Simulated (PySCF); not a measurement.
# Solver options tried on GaSe

Aim: find out which solver settings change the answer for GaSe.

Method: each script names its method and basis; program: PySCF 2.14.0.

4 further runs of the same task are left out: 4 that didn't finish.

## Step 1: Where the work starts

GaSe: 2 atoms, charge 0, spin multiplicity 2.

Bond lengths: Ga1–Se2 2.320 Å.

## Step 2: Base script

The input, input.py:

```python
from pyscf import gto, dft

mol = gto.M(
    atom='Ga 0 0 0; Se 0 0 2.32',
    basis='lanl2dz',
    ecp={'Ga': 'lanl2dz', 'Se': 'lanl2dz'},
    charge=0,
    spin=1,
    verbose=4,
)
mf = dft.UKS(mol, xc='b3lyp')
mf.kernel()
mf.dip_moment()
print('orbital energies (hartree):', [e[max(0, n-3):n+3].round(4) for e, n in zip(mf.mo_energy, mol.nelec)])
```

Launch:

```sh
$ OMP_NUM_THREADS=1 python input.py
```

Its log is not repeated here.

It gives: E(SCF) = -11.287496 Eh, 10 cycles, ⟨S²⟩ = 0.756, μ = 3.62 D.

The bond length is a typed value, not an optimised one.

## Step 3: Second-order solver on

Run 1 changes second-order solver: off → on.

The input, input.py:

```python
from pyscf import gto, dft

mol = gto.M(
    atom='Ga 0 0 0; Se 0 0 2.32',
    basis='lanl2dz',
    ecp={'Ga': 'lanl2dz', 'Se': 'lanl2dz'},
    charge=0,
    spin=1,
    verbose=4,
)
mf = dft.UKS(mol, xc='b3lyp')
mf = mf.newton()
mf.kernel()
mf.dip_moment()
print('orbital energies (hartree):', [e[max(0, n-3):n+3].round(4) for e, n in zip(mf.mo_energy, mol.nelec)])
```

Launch:

```sh
$ OMP_NUM_THREADS=1 python input.py
```

## Step 4: Level shift 0.3 hartree

Run 2 changes level shift: none → 0.3 hartree.

input.py: that of step 2 with these lines changed.

```diff
@@ -11,2 +11,3 @@
 mf = dft.UKS(mol, xc='b3lyp')
+mf.level_shift = 0.3
 mf.kernel()
```

**Question.** What will these runs give? Wanted: for each run, E(SCF); from base; gap, α spin; SCF dipole.

As calculated:

```csv
run,E(SCF) (hartree),from base (eV),cycles,"gap, α spin (eV)",SCF dipole (D)
base,-11.287496,0,10,4.52,3.62
second-order solver on,-11.287496,0.0000,4 macro,4.52,3.62
level shift 0.3 hartree,-11.287496,0.0000,20,4.52,3.62
```

Distance from each run's final energy (log10 hartree) by cycle:

```csv
run,cycle 1,cycle 2,cycle 3,cycle 5,cycle 8,cycle 12
base,-0.5,-0.3,-1.5,-4.1,-6.9,done
second-order solver on,-1.9,-5.2,< -11,done,done,done
level shift 0.3 hartree,-1.5,-2.4,-2.8,-3.4,-4.5,-6.1
```

In words: With second-order solver on or level shift 0.3 hartree the SCF ends at the base energy. The base needs 10 cycles and the run with level shift 0.3 hartree needs 20.
